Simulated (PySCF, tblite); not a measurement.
# C₅H₁₀FOP: geometry, infrared bands and NMR shifts

What infrared bands and NMR shifts should C₅H₁₀FOP (`CO[C@@H]1PCC[C@@H]1F`) show?

The runs use tblite 0.8.0 and PySCF 2.14.0, with density-fitted response routines of our own; the level of theory stands in each step. All values are computed, except where a source is named. Atoms count from 0, in the outputs and in this text.

**1. Starting geometry**

18 atoms, charge 0, multiplicity 1; geometry from: force field or distance geometry start.

Bonds of the start (Å): C0–O1 1.41, O1–C2 1.40, C2–P3 1.88, P3–C4 1.87, C4–C5 1.52, C5–C6 1.54, C6–F7 1.38, C6–C2 1.53, C0–H8 1.12, C0–H9 1.12, C0–H10 1.10, C2–H11 1.10, P3–H12 1.42, C4–H13 1.11, C4–H14 1.11, C5–H15 1.10, C5–H16 1.13, C6–H17 1.13.

**2. Optimising the geometry with GFN2-xTB**

Job settings and geometry (Å):

```
{"job": {"kind": "relax", "xc": "GFN2-xTB", "basis": "xTB"}, "charge": 0, "multiplicity": 1}
C      2.708500     0.307700    -0.254800
O      1.388800     0.299700    -0.764200
C      0.490700    -0.239900     0.165300
P     -0.469100    -1.678600    -0.581200
C     -2.061900    -0.754400    -0.909800
C     -1.509400     0.660400    -0.926900
C     -0.698100     0.695200     0.376400
F     -0.312900     1.963300     0.749800
H      2.964400    -0.758500    -0.032700
H      2.676300     0.845500     0.725400
H      3.398800     0.773300    -0.966800
H      0.970500    -0.545000     1.110100
H      0.123300    -2.177100    -1.775000
H     -2.511300    -1.048900    -1.882300
H     -2.756400    -0.808900    -0.046400
H     -2.279800     1.445100    -0.912000
H     -0.798600     0.808800    -1.791400
H     -1.332600     0.218500     1.175200
```

On the command line:

```console
OMP_NUM_THREADS=1 python probes_run.py task.json out
```

One launch serves the whole session: the jobs run in the order shown.

**Question.** This job is followed by: GFN2-xTB harmonic vibrations, gas phase; GIAO PBE0/pcSseg-1 NMR shielding, non-relativistic, gas phase. Predict these results of the whole session: strongest single infrared mode (GFN2-xTB); zero-point energy (GFN2-xTB); 13C shifts against TMS (PBE0/pcSseg-1); 1H shifts against TMS (PBE0/pcSseg-1, means over atoms taken as alike); 17O shifts against H2O (PBE0/pcSseg-1); 31P shifts against H3PO4 (PBE0/pcSseg-1); 19F shifts against CFCl3 (PBE0/pcSseg-1); surface potential, 1st and 99th percentile.

**Answer**, as computed:

| quantity | value |
| --- | --- |
| strongest single infrared mode (GFN2-xTB) | 2308 cm⁻¹, 95 km/mol |
| zero-point energy (GFN2-xTB) | 89.6 kcal/mol |
| 13C shifts against TMS (PBE0/pcSseg-1) | 104.1, 82.2, 63.4, 34.3, 15.5 ppm |
| 1H shifts against TMS (PBE0/pcSseg-1, means over atoms taken as alike) | 4.65, 3.85, 3.73, 3.50, 2.45, 2.17, 1.64, 1.13 ppm |
| 17O shifts against H2O (PBE0/pcSseg-1) | 42.3 ppm |
| 31P shifts against H3PO4 (PBE0/pcSseg-1) | -54.4 ppm |
| 19F shifts against CFCl3 (PBE0/pcSseg-1) | -230.5 ppm |
| surface potential, 1st and 99th percentile | -1.12 V and 1.00 V |

In words: Over 99 steps the energy fell by 1.096 eV; of the close pairs, C5–H16 changed most, 1.129 to 1.092 Å. No mode is imaginary among the 48: a minimum at this level. The strongest single mode, at 2308 cm⁻¹, moves mainly H12. GFN2-xTB is a fitted tight-binding method: band positions and strengths are rough. Its intensities can rank the bands wrongly. The most deshielded hydrogen is H17 (hydrogen on an sp3 CH bonded to F), at 4.65 ppm: its carbon carries F, hence the downfield position. At PBE0/pcSseg-1: The largest span, 186 ppm, is at P3, where the paramagnetic term is -593 ppm.
